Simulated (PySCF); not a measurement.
# C3H5N3O2S: magnetic properties

Wanted: magnetic properties for C3H5N3O2S (`CO[S@](=O)c1ncn[nH]1`).

Computed with PySCF 2.14.0 and routines of our own; the level stands in each step. Atoms count from 0.

## (1) The starting structure

14 atoms, charge 0, multiplicity 1; geometry from: GFN2-xTB.

## (2) Magnetic properties: GIAO PBE/pcSseg-1

The job: settings as JSON, then the geometry in Å.

```
{"job": {"kind": "mag", "xc": "PBE", "basis": "pcSseg-1", "isotopologues": 0}, "charge": 0, "multiplicity": 1}
C     -2.252471     0.674482     0.128932
O     -1.795276    -0.656436     0.180538
S     -0.799106    -1.141121    -1.052567
O     -0.492621    -2.525491    -0.790572
C      0.683101    -0.303269    -0.394667
N      0.948399     0.986362    -0.361817
C      2.138940     1.045461     0.270298
N      2.612960    -0.127928     0.619564
N      1.683959    -0.982916     0.193745
H     -2.844326     0.849763    -0.773061
H     -2.877481     0.823259     1.008075
H     -1.410824     1.373363     0.151526
H      2.648144     1.964869     0.470237
H      1.755923    -1.980870     0.327603
```

With the program's defaults for keys left out, this is: GIAO PBE/pcSseg-1 magnetisability, rotational g tensor and spin-rotation constants, non-relativistic, gas phase.

The run is started by

```sh
$ OMP_NUM_THREADS=1 python excited_run.py task.json out
```

This one command runs all jobs of the session in turn.

Output:

```text
coarse grid: 13344 points
cycle   1  E = -829.0835148489  dE =  1.974e+00  |g| = 1.174e+00  |ddm| = 3.919e+00
cycle   2  E = -826.8316432778  dE =  2.252e+00  |g| = 3.380e+00  |ddm| = 5.586e+00
cycle   3  E = -829.2606093576  dE = -2.429e+00  |g| = 6.106e-01  |ddm| = 5.154e+00
cycle   4  E = -829.3123692662  dE = -5.176e-02  |g| = 4.066e-01  |ddm| = 1.015e+00
cycle   5  E = -829.3404387683  dE = -2.807e-02  |g| = 1.394e-01  |ddm| = 4.046e-01
cycle   6  E = -829.3443828846  dE = -3.944e-03  |g| = 4.734e-02  |ddm| = 1.569e-01
cycle   7  E = -829.3448155688  dE = -4.327e-04  |g| = 2.130e-02  |ddm| = 5.159e-02
cycle   8  E = -829.3449073081  dE = -9.174e-05  |g| = 6.718e-03  |ddm| = 1.988e-02
cycle   9  E = -829.3449156955  dE = -8.387e-06  |g| = 2.620e-03  |ddm| = 7.164e-03
final grid: 127624 points
cycle  10  E = -829.4410049850  dE =  8.007e-06  |g| = 2.233e-02  |ddm| = 4.153e-02
cycle  11  E = -829.4406321610  dE =  3.728e-04  |g| = 4.793e-02  |ddm| = 7.287e-02
cycle  12  E = -829.4410944670  dE = -4.623e-04  |g| = 8.263e-03  |ddm| = 5.705e-02
cycle  13  E = -829.4411073064  dE = -1.284e-05  |g| = 1.732e-03  |ddm| = 8.026e-03
cycle  14  E = -829.4411078498  dE = -5.435e-07  |g| = 6.995e-04  |ddm| = 1.981e-03
cycle  15  E = -829.4411079525  dE = -1.027e-07  |g| = 1.911e-04  |ddm| = 8.905e-04
cycle  16  E = -829.4411079594  dE = -6.871e-09  |g| = 8.600e-05  |ddm| = 1.975e-04
cycle  17  E = -829.4411079609  dE = -1.519e-09  |g| = 2.281e-05  |ddm| = 7.765e-05
cycle  18  E = -829.4411079610  dE = -9.641e-11  |g| = 8.848e-06  |ddm| = 2.119e-05
converged SCF energy = -829.4411079610

Magnetisability tensor (1e-30 J/T^2)
    -1100.19       52.15      284.48
       52.15     -959.05      -24.98
      284.48      -24.98    -1478.84
isotropic -1179.36   principal values   -1634.47   -986.13   -917.48
isotropic susceptibility -71.023 1e-6 cm^3/mol

Inertial axes            a          b          c
rot. const./GHz      2.5823     1.1694     0.8884
chi total           -58.715    -65.522    -88.832
chi diamagnetic    -567.656  -1077.386  -1404.218
chi paramagnetic    508.940   1011.865   1315.387
quadrupole/D A       -2.231      3.595     -1.364
g nuclear            0.5638     0.5335     0.5429
g electronic        -0.6174    -0.5559    -0.5490
g total             -0.0537    -0.0224    -0.0061

Spin-rotation constants (kHz, H = +C I.J)
atom  isotope        aa         bb         cc
  5    14N        0.555      0.192      0.065
  7    14N        0.585      0.232      0.074
  8    14N        0.322      0.182      0.079
  9     1H       -0.115     -0.115     -0.012
 10     1H       -0.222     -0.082     -0.002
 11     1H        0.057     -0.080     -0.083
 12     1H        0.043     -0.007     -0.090
 13     1H       -0.254      0.098     -0.054
  0    13C*       0.572      0.170      0.201
  1    17O*      -0.539     -0.227     -0.110
  2    33S*       1.416      0.566      0.374
  3    17O*      -0.352     -0.379     -0.091
  4    13C*       1.164      0.441      0.250
  6    13C*       1.123      0.427      0.224
* in the singly substituted isotopologue
```

Wall time 70 s (1 thread of Arm Neoverse N1, shared host); peak memory 0.69 GiB.

Key values:

```csv
quantity,value
magnetisability,-1179·10⁻³⁰ J/T²
molar susceptibility,-71.0·10⁻⁶ cm³/mol
"rotational g (a, b, c)","-0.0537, -0.0224, -0.0061"
```

## (3) Magnetic properties: GIAO mPW1PW91/cc-pVDZ, grid 4

The job, as its differences from that of step 2:

```diff
@@ -1,2 +1,2 @@
-{"job": {"kind": "mag", "xc": "PBE", "basis": "pcSseg-1", "isotopologues": 0}, "charge": 0, "multiplicity": 1}
+{"job": {"kind": "mag", "xc": "mPW1PW91", "basis": "cc-pVDZ", "grid": 4}, "charge": 0, "multiplicity": 1}
 C     -2.252471     0.674482     0.128932
```

With the program's defaults for keys left out, this is: GIAO mPW1PW91/cc-pVDZ magnetisability, rotational g tensor and spin-rotation constants, non-relativistic, gas phase.

Output:

```text
coarse grid: 13344 points
cycle   1  E = -829.8224527202  dE =  2.251e+00  |g| = 1.048e+00  |ddm| = 7.301e+00
cycle   2  E = -829.0148903995  dE =  8.076e-01  |g| = 2.243e+00  |ddm| = 4.257e+00
cycle   3  E = -830.0269408147  dE = -1.012e+00  |g| = 2.868e-01  |ddm| = 3.030e+00
cycle   4  E = -830.0384653231  dE = -1.152e-02  |g| = 1.799e-01  |ddm| = 5.738e-01
cycle   5  E = -830.0447589222  dE = -6.294e-03  |g| = 3.693e-02  |ddm| = 2.318e-01
cycle   6  E = -830.0450392860  dE = -2.804e-04  |g| = 1.303e-02  |ddm| = 6.754e-02
cycle   7  E = -830.0450772191  dE = -3.793e-05  |g| = 3.920e-03  |ddm| = 2.042e-02
cycle   8  E = -830.0450805170  dE = -3.298e-06  |g| = 1.096e-03  |ddm| = 6.144e-03
final grid: 333208 points
cycle   9  E = -830.0636362756  dE = -2.263e-05  |g| = 7.963e-03  |ddm| = 5.227e-02
cycle  10  E = -830.0636240910  dE =  1.218e-05  |g| = 1.114e-02  |ddm| = 2.892e-02
cycle  11  E = -830.0636504695  dE = -2.638e-05  |g| = 1.505e-03  |ddm| = 1.623e-02
cycle  12  E = -830.0636509458  dE = -4.763e-07  |g| = 2.844e-04  |ddm| = 2.450e-03
cycle  13  E = -830.0636509582  dE = -1.242e-08  |g| = 1.776e-04  |ddm| = 5.610e-04
cycle  14  E = -830.0636509649  dE = -6.729e-09  |g| = 3.438e-05  |ddm| = 2.400e-04
cycle  15  E = -830.0636509651  dE = -1.928e-10  |g| = 2.211e-05  |ddm| = 7.382e-05
converged SCF energy = -830.0636509651

Magnetisability tensor (1e-30 J/T^2)
    -1115.14       55.76      293.93
       55.76     -966.97      -25.05
      293.93      -25.05    -1501.49
isotropic -1194.53   principal values   -1663.43   -997.35   -922.82
isotropic susceptibility -71.936 1e-6 cm^3/mol

Inertial axes            a          b          c
rot. const./GHz      2.5823     1.1694     0.8884
chi total           -59.274    -66.314    -90.220
chi diamagnetic    -565.394  -1074.918  -1402.091
chi paramagnetic    506.120   1008.604   1311.870
quadrupole/D A       -2.189      3.285     -1.096
g nuclear            0.5638     0.5335     0.5429
g electronic        -0.6140    -0.5541    -0.5475
g total             -0.0502    -0.0207    -0.0046

Spin-rotation constants (kHz, H = +C I.J)
atom  isotope        aa         bb         cc
  5    14N        0.523      0.178      0.058
  7    14N        0.549      0.218      0.066
  8    14N        0.297      0.172      0.070
  9     1H       -0.120     -0.117     -0.013
 10     1H       -0.226     -0.084     -0.004
 11     1H        0.051     -0.084     -0.084
 12     1H        0.043     -0.007     -0.091
 13     1H       -0.255      0.098     -0.055
  0    13C*       0.486      0.141      0.171
  1    17O*      -0.471     -0.184     -0.099
  2    33S*       1.251      0.503      0.332
  3    17O*      -0.277     -0.340     -0.073
  4    13C*       1.093      0.411      0.228
  6    13C*       1.047      0.392      0.193
* in the singly substituted isotopologue
```

Wall time 85 s (1 thread of Arm Neoverse N1, shared host); peak memory 0.77 GiB.

Key values:

```csv
quantity,value
magnetisability,-1195·10⁻³⁰ J/T²
molar susceptibility,-71.9·10⁻⁶ cm³/mol
"rotational g (a, b, c)","-0.0502, -0.0207, -0.0046"
```

## (4) The levels compared

```csv
level,ξ (10⁻³⁰ J/T²),g(a),g(b),gap (eV),functions,time
GIAO PBE/pcSseg-1,-1179,-0.0537,-0.0224,4.21,185,70 s
"GIAO mPW1PW91/cc-pVDZ, grid 4",-1195,-0.0502,-0.0207,6.61,155,85 s
```

## (5) Outcome

| quantity | value |
| --- | --- |
| magnetisability (step 2, GIAO PBE/pcSseg-1) | -1179·10⁻³⁰ J/T² |
| molar susceptibility (step 2, GIAO PBE/pcSseg-1) | -71.0·10⁻⁶ cm³/mol |
| rotational g (a, b, c) (step 2, GIAO PBE/pcSseg-1) | -0.0537, -0.0224, -0.0061 |
| magnetisability over the levels | -1195 to -1179·10⁻³⁰ J/T² |

What this shows: The magnetisability spreads by 1.3 % over 2 levels of like cost. Two levels can agree by chance, so this spread shows no convergence. Vibrational averaging and real surroundings are missing from these values.
